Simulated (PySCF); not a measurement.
# C₄H₁₀W: NMR shieldings

Wanted: NMR shieldings for C₄H₁₀W (`[CH]#[W]([CH3])([CH3])[CH3]`).

Programs: PySCF 2.14.0, with routines of our own; each step states its level. All values are computed. Atoms count from 0.

## 1. The system as given

15 atoms, charge 0, multiplicity 1; geometry from: GFN2-xTB.

## 2. Geometry optimisation at PBE0-D3(BJ)/def2-SVP

The job: settings as JSON, then the geometry in Å.

```
{"job": {"xc": "PBE0", "basis": "def2-SVP", "d3": "d3bj", "grid": 1, "maxiter": 30, "shake": 0.03, "kind": "geom"}, "charge": 0, "multiplicity": 1}
W      0.062700    -0.074340     0.143060
C     -0.018520    -0.002310     1.988170
H     -0.063740     0.006040     3.047580
C      2.215010    -0.009340    -0.357270
H      2.190230    -0.152760    -1.474130
H      2.669350    -0.812430     0.123560
H      2.622120     0.927460    -0.061810
C     -1.000010     1.851920    -0.373710
H     -0.980140     1.982710    -1.395740
H     -0.645770     2.725840     0.153730
H     -2.137300     1.759710    -0.060800
C     -1.049930    -1.822180    -0.322320
H     -2.143060    -1.869590     0.095350
H     -0.542410    -2.706040    -0.022840
H     -1.211290    -1.880790    -1.438810
```

Command:

```sh
> OMP_NUM_THREADS=1 python heavy_run.py task.json out
```

One launch serves the whole session: the jobs run in the order shown.

Standard output:

```text
step   0  E = -225.10673833  max force = 0.111487
step   1  E = -225.13919791  max force = 0.061285
step   2  E = -225.14192598  max force = 0.039817
step   3  E = -225.14426549  max force = 0.008272
step   4  E = -225.14452454  max force = 0.005065
step   5  E = -225.14459648  max force = 0.001164
step   6  E = -225.14461860  max force = 0.000544
step   7  E = -225.14462788  max force = 0.000585
step   8  E = -225.14463316  max force = 0.000351
optimisation converged
```

Wall time 81 s (1 thread of Arm Neoverse V2, shared host); peak memory 0.58 GiB.

The steps of the relaxation:

```csv
step,energy from step 0 (eV),largest force component (eV/Å)
0,0.0000,5.7329
1,-0.8833,3.1514
2,-0.9575,2.0475
3,-1.0212,0.4254
4,-1.0282,0.2605
5,-1.0302,0.0599
6,-1.0308,0.0280
7,-1.0310,0.0301
8,-1.0312,0.0180
```

Distances of close pairs at the start and the end, largest changes first:

```csv
bond,before (Å),after (Å),change (Å)
W0–C7,2.260,2.107,-0.153
W0–C1,1.848,1.745,-0.103
W0–C3,2.211,2.108,-0.103
C7–H8,1.031,1.108,+0.078
C7–H10,1.183,1.106,-0.078
C11–H12,1.171,1.103,-0.068
C3–H5,1.040,1.103,+0.062
C11–H13,1.062,1.105,+0.043
```

The next job starts from the end point, and lists it.

```csv
at the end point,value
"rotational constants (GHz, main isotopes)","3.068, 3.050, 2.393"
dipole moment (D),1.43
```

## 3. NMR shieldings: PBE0/pcSseg-1 W:us-x2c-TZVPall-2c, spin–orbit

The job: settings as JSON, then the geometry in Å.

```
{"job": {"kind": "hnmr", "xc": "PBE0", "basis": {"default": "pcSseg-1", "W": "us-x2c-TZVPall-2c"}, "rel": "so"}, "charge": 0, "multiplicity": 1}
W      0.002759    -0.002709     0.117858
C      0.004656    -0.004956     1.863054
H      0.006876    -0.004903     2.956506
C      2.058917    -0.031155    -0.345026
H      2.196446    -0.097400    -1.442652
H      2.597855    -0.864663     0.135216
H      2.530572     0.902585     0.011918
C     -1.011554     1.785636    -0.340810
H     -0.997425     1.948764    -1.437115
H     -0.596533     2.675856     0.159111
H     -2.063956     1.694156    -0.014783
C     -1.051983    -1.768167    -0.340256
H     -2.050284    -1.802196     0.126972
H     -0.492700    -2.645016     0.032605
H     -1.166405    -1.861932    -1.438578
```

With the program's defaults for keys left out, this is: PBE0/pcSseg-1 W:us-x2c-TZVPall-2c GIAO NMR shielding, X2C with spin-orbit coupling, screened-nuclear two-electron part, Gaussian nuclei, gas phase.

Standard output:

```text
spin-free SCF
coarse grid: 54376 points
cycle   1  E = -16300.4237910865  dE = -2.626e-02  |g| = 2.490e+00  |ddm| = 3.993e+00
cycle   2  E = -16291.8320553777  dE =  8.592e+00  |g| = 7.150e+00  |ddm| = 7.359e+00
cycle   3  E = -16301.4438188249  dE = -9.612e+00  |g| = 9.271e-01  |ddm| = 5.497e+00
cycle   4  E = -16301.6075787633  dE = -1.638e-01  |g| = 1.983e-01  |ddm| = 6.425e-01
cycle   5  E = -16301.6079080937  dE = -3.293e-04  |g| = 1.879e-01  |ddm| = 2.756e-01
cycle   6  E = -16301.6156976549  dE = -7.790e-03  |g| = 4.941e-02  |ddm| = 1.368e-01
cycle   7  E = -16301.6162729291  dE = -5.753e-04  |g| = 7.331e-03  |ddm| = 4.013e-02
cycle   8  E = -16301.6162844901  dE = -1.156e-05  |g| = 3.104e-03  |ddm| = 6.855e-03
cycle   9  E = -16301.6162863950  dE = -1.905e-06  |g| = 5.696e-04  |ddm| = 2.577e-03
final grid: 114144 points
cycle  10  E = -16301.6033061629  dE = -1.267e-05  |g| = 1.998e-03  |ddm| = 2.699e-03
cycle  11  E = -16301.6032975808  dE =  8.582e-06  |g| = 6.734e-03  |ddm| = 5.615e-03
cycle  12  E = -16301.6033068679  dE = -9.287e-06  |g| = 2.777e-04  |ddm| = 4.624e-03
cycle  13  E = -16301.6033068783  dE = -1.038e-08  |g| = 1.810e-04  |ddm| = 3.477e-04
cycle  14  E = -16301.6033068858  dE = -7.458e-09  |g| = 3.225e-05  |ddm| = 1.438e-04
converged SCF energy = -16301.6033068858
two-component SCF
cycle   1  E = -16294.2989536813  dE = -1.629e+04  |FDS-SDF| = 3.175e+02
cycle   2  E = -16313.4827803526  dE = -1.918e+01  |FDS-SDF| = 1.358e+00
cycle   3  E = -16313.4866062483  dE = -3.826e-03  |FDS-SDF| = 6.565e-02
cycle   4  E = -16313.4865857191  dE =  2.053e-05  |FDS-SDF| = 5.107e-02
cycle   5  E = -16313.4866263904  dE = -4.067e-05  |FDS-SDF| = 3.583e-02
cycle   6  E = -16313.4868767736  dE = -2.504e-04  |FDS-SDF| = 6.824e-03
cycle   7  E = -16313.4868942391  dE = -1.747e-05  |FDS-SDF| = 2.513e-03
cycle   8  E = -16313.4868987319  dE = -4.493e-06  |FDS-SDF| = 1.156e-03
cycle   9  E = -16313.4868995615  dE = -8.296e-07  |FDS-SDF| = 1.937e-04
cycle  10  E = -16313.4868996005  dE = -3.896e-08  |FDS-SDF| = 7.292e-05
cycle  11  E = -16313.4868996071  dE = -6.636e-09  |FDS-SDF| = 4.367e-05
converged, E = -16313.4868996071

Field gradients (au) and densities at the nuclei (bohr^-3)
atom        Vxx        Vyy        Vzz        centre      nuclear mean
  0 W     -0.2390    -0.3066     0.5456    1389585.054    1313576.965
  1 C      0.1452     0.1481    -0.2933        115.079        115.079
  2 H     -0.1577    -0.1578     0.3154          0.370          0.370
  3 C      0.0586     0.0759    -0.1345        114.485        114.485
  4 H     -0.1412    -0.1477     0.2889          0.373          0.373
  5 H     -0.1425    -0.1570     0.2995          0.368          0.368
  6 H     -0.1415    -0.1538     0.2953          0.367          0.367
  7 C      0.0560     0.0789    -0.1349        114.486        114.486
  8 H     -0.1409    -0.1474     0.2883          0.373          0.373
  9 H     -0.1427    -0.1576     0.3003          0.368          0.368
 10 H     -0.1415    -0.1534     0.2949          0.367          0.367
 11 C      0.0594     0.0743    -0.1337        114.485        114.485
 12 H     -0.1425    -0.1568     0.2993          0.368          0.368
 13 H     -0.1417    -0.1543     0.2960          0.367          0.367
 14 H     -0.1412    -0.1475     0.2887          0.373          0.373
without picture change
  0 W                            1.1474                   3599879.132

Core orbital energies (eV)
atom   shell        mean    spread
  0 W  1s       -69401.126   0.000
  0 W  2s       -12011.325   0.000
  0 W  3s        -2781.331   0.000
  0 W  4s         -580.867   0.000
  0 W  5s          -81.970   0.000
  0 W  2p1/2    -11480.140   0.000
  0 W  2p3/2    -10131.163   0.016
  0 W  3p1/2     -2545.220   0.000
  0 W  3p3/2     -2251.778   0.033
  0 W  4p1/2      -482.592   0.000
  0 W  4p3/2      -414.363   0.079
  0 W  5p1/2       -52.271   0.000
  0 W  5p3/2       -42.465   0.180
  0 W  3d3/2     -1855.809   0.025
  0 W  3d5/2     -1792.319   0.031
  0 W  4d3/2      -252.960   0.075
  0 W  4d5/2      -240.242   0.092
  0 W  4f5/2       -36.900   0.108
  0 W  4f7/2       -34.699   0.118

vertical triplet (scalar unrestricted SCF): 2.829 eV

Shielding tensors (ppm)
atom      isotropic    diamagn.    paramagn.     s11        s22        s33       span
  0 W      1055.80     7782.12    -6726.32   -3661.91    3406.88    3422.45    7084.36
  1 C      -161.83      257.92     -419.75    -267.28    -266.61      48.38     315.66
  2 H        21.34       31.66      -10.33      19.85      19.86      24.30       4.45
  3 C       122.79      253.54     -130.75      19.57     168.11     180.69     161.12
  4 H        30.57       30.57        0.00      28.66      29.45      33.61       4.95
  5 H        29.87       29.34        0.54      26.59      29.61      33.43       6.84
  6 H        30.87       29.52        1.35      27.16      30.49      34.96       7.79
  7 C       122.83      253.52     -130.69      20.19     167.71     180.59     160.41
  8 H        30.59       30.59       -0.01      28.51      29.57      33.68       5.17
  9 H        29.70       29.31        0.40      26.35      29.57      33.19       6.84
 10 H        31.05       29.58        1.47      27.23      30.72      35.19       7.95
 11 C       123.36      253.45     -130.09      21.14     168.29     180.65     159.50
 12 H        29.98       29.35        0.63      26.72      29.62      33.59       6.87
 13 H        30.76       29.48        1.27      27.14      30.31      34.82       7.68
 14 H        30.59       30.58        0.02      28.75      29.38      33.65       4.91
```

Wall time 6.2 min (1 thread of Arm Neoverse V2, shared host); peak memory 1.6 GiB.

In short:

```csv
quantity,value
energy from spin-orbit coupling,-11.8836 Eh
```

## 4. NMR shieldings: PBE0/pcSseg-1 W:us-x2c-TZVPall-2c, spin-free

Settings changed since step 3:

```diff
@@ -1,2 +1,2 @@
-{"job": {"kind": "hnmr", "xc": "PBE0", "basis": {"default": "pcSseg-1", "W": "us-x2c-TZVPall-2c"}, "rel": "so"}, "charge": 0, "multiplicity": 1}
+{"job": {"kind": "hnmr", "xc": "PBE0", "basis": {"default": "pcSseg-1", "W": "us-x2c-TZVPall-2c"}, "rel": "sf"}, "charge": 0, "multiplicity": 1}
 W      0.002759    -0.002709     0.117858
```

Method: PBE0/pcSseg-1 W:us-x2c-TZVPall-2c GIAO NMR shielding, spin-free X2C, Gaussian nuclei, gas phase.

Standard output:

```text
spin-free SCF
coarse grid: 54376 points
cycle   1  E = -16300.4237910865  dE = -2.626e-02  |g| = 2.490e+00  |ddm| = 3.993e+00
cycle   2  E = -16291.8320553777  dE =  8.592e+00  |g| = 7.150e+00  |ddm| = 7.359e+00
cycle   3  E = -16301.4438188249  dE = -9.612e+00  |g| = 9.271e-01  |ddm| = 5.497e+00
cycle   4  E = -16301.6075787633  dE = -1.638e-01  |g| = 1.983e-01  |ddm| = 6.425e-01
cycle   5  E = -16301.6079080937  dE = -3.293e-04  |g| = 1.879e-01  |ddm| = 2.756e-01
cycle   6  E = -16301.6156976549  dE = -7.790e-03  |g| = 4.941e-02  |ddm| = 1.368e-01
cycle   7  E = -16301.6162729291  dE = -5.753e-04  |g| = 7.331e-03  |ddm| = 4.013e-02
cycle   8  E = -16301.6162844901  dE = -1.156e-05  |g| = 3.104e-03  |ddm| = 6.855e-03
cycle   9  E = -16301.6162863950  dE = -1.905e-06  |g| = 5.696e-04  |ddm| = 2.577e-03
final grid: 114144 points
cycle  10  E = -16301.6033061629  dE = -1.267e-05  |g| = 1.998e-03  |ddm| = 2.699e-03
cycle  11  E = -16301.6032975808  dE =  8.582e-06  |g| = 6.734e-03  |ddm| = 5.615e-03
cycle  12  E = -16301.6033068679  dE = -9.287e-06  |g| = 2.777e-04  |ddm| = 4.624e-03
cycle  13  E = -16301.6033068783  dE = -1.038e-08  |g| = 1.810e-04  |ddm| = 3.477e-04
cycle  14  E = -16301.6033068858  dE = -7.458e-09  |g| = 3.225e-05  |ddm| = 1.438e-04
converged SCF energy = -16301.6033068858
check of the scalar solution
cycle   1  E = -16301.6033068857  dE = -1.630e+04  |FDS-SDF| = 3.225e-05
cycle   2  E = -16301.6033068847  dE =  1.019e-09  |FDS-SDF| = 7.977e-05
converged, E = -16301.6033068847

Field gradients (au) and densities at the nuclei (bohr^-3)
atom        Vxx        Vyy        Vzz        centre      nuclear mean
  0 W     -0.1721    -0.2375     0.4096    1382928.744    1307020.225
  1 C      0.1450     0.1479    -0.2929        115.080        115.080
  2 H     -0.1577    -0.1578     0.3155          0.370          0.370
  3 C      0.0606     0.0779    -0.1385        114.486        114.486
  4 H     -0.1412    -0.1477     0.2889          0.373          0.373
  5 H     -0.1425    -0.1571     0.2996          0.368          0.368
  6 H     -0.1414    -0.1539     0.2954          0.367          0.367
  7 C      0.0579     0.0810    -0.1389        114.486        114.486
  8 H     -0.1409    -0.1475     0.2884          0.373          0.373
  9 H     -0.1426    -0.1578     0.3004          0.368          0.368
 10 H     -0.1415    -0.1535     0.2950          0.367          0.367
 11 C      0.0614     0.0763    -0.1377        114.486        114.486
 12 H     -0.1425    -0.1570     0.2994          0.368          0.368
 13 H     -0.1417    -0.1544     0.2961          0.367          0.367
 14 H     -0.1412    -0.1476     0.2888          0.373          0.373
without picture change
  0 W                            1.1735                   3600376.354

Core orbital energies (eV)
atom   shell        mean    spread
  0 W  1s       -69414.408   0.000
  0 W  2s       -12014.480   0.000
  0 W  3s        -2782.340   0.000
  0 W  4s         -581.170   0.000
  0 W  5s          -82.039   0.000
  0 W  2p       -10541.911   0.025
  0 W  3p        -2341.945   0.050
  0 W  4p         -435.288   0.118
  0 W  5p          -45.447   0.179
  0 W  3d        -1818.092   0.035
  0 W  4d         -245.425   0.099
  0 W  4f          -35.756   0.132

Shielding tensors (ppm)
atom      isotropic    diamagn.    paramagn.     s11        s22        s33       span
  0 W     -2233.07     8904.78   -11137.85   -6785.71      37.65      48.85    6834.56
  1 C      -130.56      257.98     -388.54    -235.93    -235.29      79.54     315.47
  2 H        23.52       31.73       -8.22      23.12      23.13      24.30       1.18
  3 C       150.10      252.88     -102.79      91.09     175.70     183.49      92.40
  4 H        29.72       30.55       -0.83      28.30      29.65      31.23       2.93
  5 H        29.98       29.28        0.70      26.64      29.09      34.20       7.56
  6 H        30.70       29.49        1.21      27.07      29.80      35.23       8.16
  7 C       149.99      252.87     -102.88      91.42     175.11     183.43      92.02
  8 H        29.73       30.57       -0.84      28.24      29.67      31.29       3.05
  9 H        29.86       29.25        0.62      26.53      29.01      34.05       7.52
 10 H        30.83       29.55        1.28      27.20      29.91      35.39       8.19
 11 C       150.32      252.79     -102.47      92.07     175.47     183.42      91.36
 12 H        30.06       29.30        0.77      26.73      29.13      34.34       7.61
 13 H        30.62       29.45        1.17      27.03      29.71      35.11       8.08
 14 H        29.74       30.56       -0.82      28.31      29.68      31.23       2.92
```

Run time: 84 s. Hardware: 1 thread of Arm Neoverse V2, shared host; peak memory 1.3 GiB.

## 5. Shieldings side by side

```
                                                  run       W0      C1     C3     C7    C11    H2   H14     time
step 3, PBE0/pcSseg-1 W:us-x2c-TZVPall-2c, spin–orbit   1055.8  -161.8  122.8  122.8  123.4  21.3  30.6  6.2 min
 step 4, PBE0/pcSseg-1 W:us-x2c-TZVPall-2c, spin-free  -2233.1  -130.6  150.1  150.0  150.3  23.5  29.7     84 s
```

## 6. Summary of results

```
                                                                               quantity                                                     value
                                                   rotational constants (main isotopes)                                      3.07, 3.05, 2.39 GHz
energy from spin-orbit coupling (step 3, PBE0/pcSseg-1 W:us-x2c-TZVPall-2c, spin–orbit)                                               -11.8836 Eh
                     shieldings (step 3, PBE0/pcSseg-1 W:us-x2c-TZVPall-2c, spin–orbit)   W0 1055.8, C1 -161.8, C3 122.8, C7 122.8, C11 123.4 ppm
                      shieldings (step 4, PBE0/pcSseg-1 W:us-x2c-TZVPall-2c, spin-free)  W0 -2233.1, C1 -130.6, C3 150.1, C7 150.0, C11 150.3 ppm
```

The start was shaken at random, so part of the energy gained undoes that. Relaxing lowered the energy by 1.031 eV in 8 steps; the close pair that moved most is W0–C7, from 2.260 to 2.107 Å. A contracted two-component basis is stiff near heavy nuclei, so the absolute shieldings of the heavy atoms from it are rough. In step 3, W0 has the widest tensor, 7084 ppm. W0 moves most between the runs, by 3289 ppm; the labels say what changes from run to run.
